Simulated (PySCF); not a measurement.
# C3H11BBrN: geometry, NMR shifts, spin-spin couplings and electronic excitations

What NMR shifts, spin-spin couplings and electronic excitations should C3H11BBrN (`C[N+](C)(C)[BH2-]Br`) show?

Computed with PySCF 2.14.0, with density-fitted response routines of our own, on a single molecule in the gas phase. Atoms count from 0, in the outputs and in this text.

## 1. The starting structure

17 atoms, charge 0, multiplicity 1; geometry from: GFN2-xTB.

Bonds of the start (Å): C0–N1 1.46, N1–C2 1.47, N1–C3 1.47, N1–B4 1.64, B4–Br5 1.98, C0–H6 1.09, C0–H7 1.09, C0–H8 1.09, C2–H9 1.09, C2–H10 1.09, C2–H11 1.09, C3–H12 1.09, C3–H13 1.09, C3–H14 1.09, B4–H15 1.19, B4–H16 1.19.

## 2. Relaxing the molecule at PBE0-D3(BJ)/def2-SVP

What the job is given:

```
{"job": {"xc": "PBE0", "basis": "def2-SVP", "d3": "d3bj", "grid": 1, "kind": "geom"}, "charge": 0, "multiplicity": 1}
C      0.095391    -1.171658     0.945670
N      0.008779    -0.055272     0.002119
C     -1.059332    -0.327158    -0.964292
C      1.281348     0.065356    -0.715404
B     -0.311675     1.307262     0.865266
Br    -0.429035     2.816457    -0.413878
H      0.308274    -2.104622     0.418815
H      0.884738    -0.980016     1.669721
H     -0.844370    -1.270047     1.485423
H     -1.132936     0.494541    -1.675367
H     -0.858091    -1.253224    -1.507423
H     -2.010366    -0.417712    -0.442515
H      2.082929     0.268460    -0.007522
H      1.229978     0.891268    -1.423533
H      1.505216    -0.856604    -1.256728
H     -1.359038     1.137875     1.400601
H      0.601195     1.467124     1.609138
```

**Question.** This job is followed by: GIAO PBE0/pcSseg-1 NMR shielding, non-relativistic, gas phase; B3LYP/pcJ-1 Br:pcSseg-1 indirect spin-spin coupling, non-relativistic, gas phase; TDDFT CAM-B3LYP/def2-SVPD, vertical, gas phase, core orbitals frozen in the response; GIAO CAM-B3LYP/pcSseg-1 NMR shielding, non-relativistic, gas phase. Predict these results of the whole session: point group; rotational constants (main isotopes); 13C shifts against TMS (PBE0/pcSseg-1, means over atoms taken as alike); 1H shifts against TMS (PBE0/pcSseg-1, means over atoms taken as alike); 15N shifts against NH3 (PBE0/pcSseg-1); 11B shifts against BF3·OEt2 (PBE0/pcSseg-1); 79Br shifts against HBr (PBE0/pcSseg-1); largest coupling of the table (B3LYP/pcSseg-1+pcJ-1); lowest singlet (CAM-B3LYP/def2-SVPD); brightest single state of those computed; lowest triplet; vertical ionisation energy (ΔSCF); range of the shift of Br5.

**Answer**, as computed:

| quantity | value |
| --- | --- |
| point group | Cs |
| rotational constants (main isotopes) | 4.60, 1.13, 1.13 GHz |
| 13C shifts against TMS (PBE0/pcSseg-1, means over atoms taken as alike) | 50.6 ppm |
| 1H shifts against TMS (PBE0/pcSseg-1, means over atoms taken as alike) | 3.11, 2.53 ppm |
| 15N shifts against NH3 (PBE0/pcSseg-1) | 60.2 ppm |
| 11B shifts against BF3·OEt2 (PBE0/pcSseg-1) | -2.9 ppm |
| 79Br shifts against HBr (PBE0/pcSseg-1) | -157 ppm |
| largest coupling of the table (B3LYP/pcSseg-1+pcJ-1) | 1J(C,H) C0–H6, 147.2 Hz |
| lowest singlet (CAM-B3LYP/def2-SVPD) | 6.62 eV (187 nm), f = 0.017 |
| brightest single state of those computed | state 3, 7.04 eV, f = 0.048 |
| lowest triplet | 6.49 eV |
| vertical ionisation energy (ΔSCF) | 9.12 eV |
| range of the shift of Br5 | -188 to -157 ppm |

What this shows: Over 4 steps the energy fell by 0.066 eV; of the close pairs, B4–Br5 changed most, 1.982 to 2.026 Å. At PBE0/pcSseg-1: The widest tensor belongs to Br5: span 522 ppm, with a paramagnetic part of -383 ppm. Of the pairs tabulated at B3LYP/pcSseg-1+pcJ-1, C0–H6 (mean over like pairs) couples most strongly (147.2 Hz; Fermi contact 146.0 Hz). Couplings across rotatable bonds belong to this one conformer; where others are populated, the observed values are averages. The lowest singlet, at 6.62 eV, is HOMO→LUMO 0.62, HOMO→LUMO+1 0.29 and is weak; of the 10 states computed, the strongest absorption comes from state 3 at 7.04 eV. The lowest triplet lies 0.13 eV below the lowest singlet (triplets in Tamm-Dancoff, singlets in full TDDFT). ΔSCF puts the ionisation energy at 9.12 eV, 1.01 eV above −ε(HOMO). Across the 2 runs the shift of Br5 moves most, between -188 (CAM-B3LYP/pcSseg-1) and -157 ppm (PBE0/pcSseg-1). Part of that comes from the computed reference. Spin-orbit coupling is left out, which matters for shieldings and couplings at and beside the heavy atoms.
